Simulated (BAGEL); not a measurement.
# A workflow on BBrCl (SMILES Cl[B]Br)

Aim: a geometry optimisation (UHF/ANO-RCC-MB), then a single-point energy of BBrCl. 

The results are computed with BAGEL 1.2.2.

1 further run of the same task is left out (set aside as unsound or not needed).

## 1. The structure to begin with

The species is BBrCl (3 atoms), meant as a doublet with charge 0. SMILES: `Cl[B]Br`. Geometry: a rough force-field guess. The run starts from this shape.

Bond lengths: Cl1–B2 1.818 Å, B2–Br3 1.974 Å. Angles: Cl1–B2–Br3 118.6°.

## 2. A structure relaxation at UHF/ANO-RCC-MB (DKH2, density fitting with svp-jkfit) (run 1)

Contents of job.json:

```json
{ "bagel": [

{
  "title": "molecule",
  "basis": "ano-rcc-mb.json",
  "df_basis": "svp-jkfit",
  "dkh": true,
  "geometry": [
    { "atom": "Cl", "xyz": [ -0.22355460,  3.03074276,  0.19067337 ] },
    { "atom": "B", "xyz": [ -1.06410478, -0.20522426, -0.59904318 ] },
    { "atom": "Br", "xyz": [  1.26706137, -2.94797275,  0.38342543 ] }
  ]
},
{
  "title": "optimize",
  "opttype": "energy",
  "internal": false,
  "maxiter": 40,
  "method": [
    {
      "title": "uhf",
      "nopen": 1
    }
  ]
}

]}
```

The basis set ANO-RCC-MB is read from a file made from the Basis Set Exchange's data (not shown).

Run with:

```bash
BAGEL_NUM_THREADS=1 BAGEL job.json > job.out
```

Standard output:

```text
* using 1 threads per process

  ===============================================================
  ===============================================================

  *** Geometry ***

  { "atom" : "Cl", "xyz" : [     -0.223555,      3.030743,      0.190673 ] },
  { "atom" : "B", "xyz" : [     -1.064105,     -0.205224,     -0.599043 ] },
  { "atom" : "Br", "xyz" : [      1.267061,     -2.947973,      0.383425 ] },

  Number of auxiliary basis functions:      469

  Since a DF basis is specified, we compute 2- and 3-index integrals:
    o Being stored without compression. Storage requirement is 0.004 GB

  Number of basis functions:       32
  Number of electrons      :       57

    * METHOD: MOLECULE                             0.26

    * Use approximate Hessian for optimization

  *** Open-shell HF ***

  === Nuclear Repulsion ===
   168.1603536761

      * DIIS with orbital gradients will be used.

  === UHF iteration (ano-rcc-mb.json) ===
      0      -3089.77812990          0.01960476           0.05
      1      -3089.83942524          0.00635601           0.05
      2      -3089.84827123          0.00241002           0.05
      3      -3089.85014548          0.00118030           0.05
      4      -3089.85127582          0.00010986           0.05
      5      -3089.85135083          0.00006517           0.05
      6      -3089.85136517          0.00002744           0.05
      7      -3089.85137221          0.00000948           0.05
      8      -3089.85137272          0.00000253           0.05
      9      -3089.85137276          0.00000088           0.05
     10      -3089.85137276          0.00000025           0.05
     11      -3089.85137276          0.00000009           0.05
     12      -3089.85137276          0.00000003           0.05
     13      -3089.85137276          0.00000001           0.05
     14      -3089.85137276          0.00000000           0.05
    * SCF iteration converged.

    * S^2 (UHF) is 0.7545

    * Permanent dipole moment:
           (    0.266524,     0.166859,     0.161846) a.u.

  * Gradient computed with                              3.10

  === Convergence status ===

                         Maximum     Tolerance   Converged?
  * Gradient            0.044325      0.000010           No
  * Displacement        0.044148      0.000040           No
  * Energy change   -3089.851373      0.000001           No

  *** Geometry optimization started ***
     iter         energy               grad rms       time

      1      -3089.85137276          0.02115369        4.07
      2      -3089.85458438          0.01310417        4.12
      3      -3089.85698374          0.00380881        4.25
      4      -3089.85720616          0.00287889        4.19
      5      -3089.85745279          0.00246061        4.09
      6      -3089.85774136          0.00230305        4.06
      7      -3089.85784544          0.00060130        4.02
      8      -3089.85785056          0.00001989        3.91
      9      -3089.85785057          0.00000159        3.85

  *** Geometry ***

  { "atom" : "Cl", "xyz" : [     -0.278745,      3.290118,      0.187454 ] },
  { "atom" : "B", "xyz" : [     -1.057637,     -0.156290,     -0.590489 ] },
  { "atom" : "Br", "xyz" : [      1.292944,     -3.080945,      0.383767 ] },

    * METHOD: OPTIMIZE                            36.56

  ===============================================================
```

It took 37 s on 1 thread of Intel Xeon Platinum 8488C (Sapphire Rapids), shared host; peak memory 0.14 GiB.

Step by step:

```tsv
step	energy from the first frame kept (eV)	largest force (eV/Å)
0	0.0000	2.3362
1	-0.0874	1.3849
2	-0.1527	0.4601
3	-0.1587	0.2859
4	-0.1654	0.2992
5	-0.1733	0.2766
6	-0.1761	0.0706
7	-0.1763	0.0021
8	-0.1763	0.0002
```

After the run. Bond lengths: Cl1–B2 1.915 Å, B2–Br3 2.051 Å. Angles: Cl1–B2–Br3 122.3°.

## 3. The energy at ROHF/ANO-RCC-MB (DKH2, density fitting with svp-jkfit) (run 2)

Contents of hf.json:

```json
{ "bagel": [

{
  "title": "molecule",
  "basis": "ano-rcc-mb.json",
  "df_basis": "svp-jkfit",
  "dkh": true,
  "geometry": [
    { "atom": "Cl", "xyz": [ -0.27874594,  3.29011712,  0.18745327 ] },
    { "atom": "B", "xyz": [ -1.05763625, -0.15628980, -0.59048839 ] },
    { "atom": "Br", "xyz": [  1.29294306, -3.08094522,  0.38376747 ] }
  ]
},
{
  "title": "rohf",
  "nopen": 1
},
{
  "title": "print",
  "file": "orbitals.molden",
  "orbitals": true
}

]}
```

The basis set ANO-RCC-MB is read from a file made from the Basis Set Exchange's data (not shown).

Run with:

```bash
BAGEL_NUM_THREADS=1 BAGEL hf.json > hf.out
```

Standard output:

```text
* using 1 threads per process

  ===============================================================
  ===============================================================

  *** Geometry ***

  { "atom" : "Cl", "xyz" : [     -0.278746,      3.290117,      0.187453 ] },
  { "atom" : "B", "xyz" : [     -1.057636,     -0.156290,     -0.590488 ] },
  { "atom" : "Br", "xyz" : [      1.292943,     -3.080945,      0.383767 ] },

  Number of auxiliary basis functions:      469

  Since a DF basis is specified, we compute 2- and 3-index integrals:
    o Being stored without compression. Storage requirement is 0.004 GB

  Number of basis functions:       32
  Number of electrons      :       57

    * METHOD: MOLECULE                             0.28

  *** Open-shell HF ***

  === Nuclear Repulsion ===
   159.2688163116

      * DIIS with orbital gradients will be used.

  === ROHF iteration (ano-rcc-mb.json) ===
      0      -3089.77398270          0.02067247           0.05
      1      -3089.83938906          0.00780922           0.05
      2      -3089.85129844          0.00318464           0.04
      3      -3089.85455027          0.00172299           0.05
      4      -3089.85664480          0.00021800           0.04
      5      -3089.85699910          0.00007360           0.04
      6      -3089.85698988          0.00001103           0.05
      7      -3089.85699853          0.00000391           0.04
      8      -3089.85699922          0.00000064           0.04
      9      -3089.85699880          0.00000024           0.04
     10      -3089.85699883          0.00000006           0.04
     11      -3089.85699883          0.00000002           0.05
     12      -3089.85699883          0.00000001           0.05
    * SCF iteration converged.

    * S^2 (ROHF) is 0.7500

    * Permanent dipole moment:
           (    0.305389,     0.231489,     0.189600) a.u.

    * METHOD: ROHF                                 0.86

    * METHOD: PRINT                                0.00

  ===============================================================
```

Run time: 1.4 s. Hardware: 1 thread of Intel Xeon Platinum 8488C (Sapphire Rapids), shared host; peak memory 0.14 GiB.

## 4. Summary of results

| quantity | value |
| --- | --- |
| run 1, UHF/ANO-RCC-MB: total energy at the end | -3089.85785 Eh |
| run 2, ROHF/ANO-RCC-MB: total energy | -3089.85700 Eh |
| run 2, ROHF/ANO-RCC-MB: dipole moment | 1.09 D |
| run 2, ROHF/ANO-RCC-MB: ⟨S²⟩ | 0.750 |

**Reading.** The optimisation (run 1, UHF/ANO-RCC-MB) took 9 steps and changed the energy by -0.176 eV.
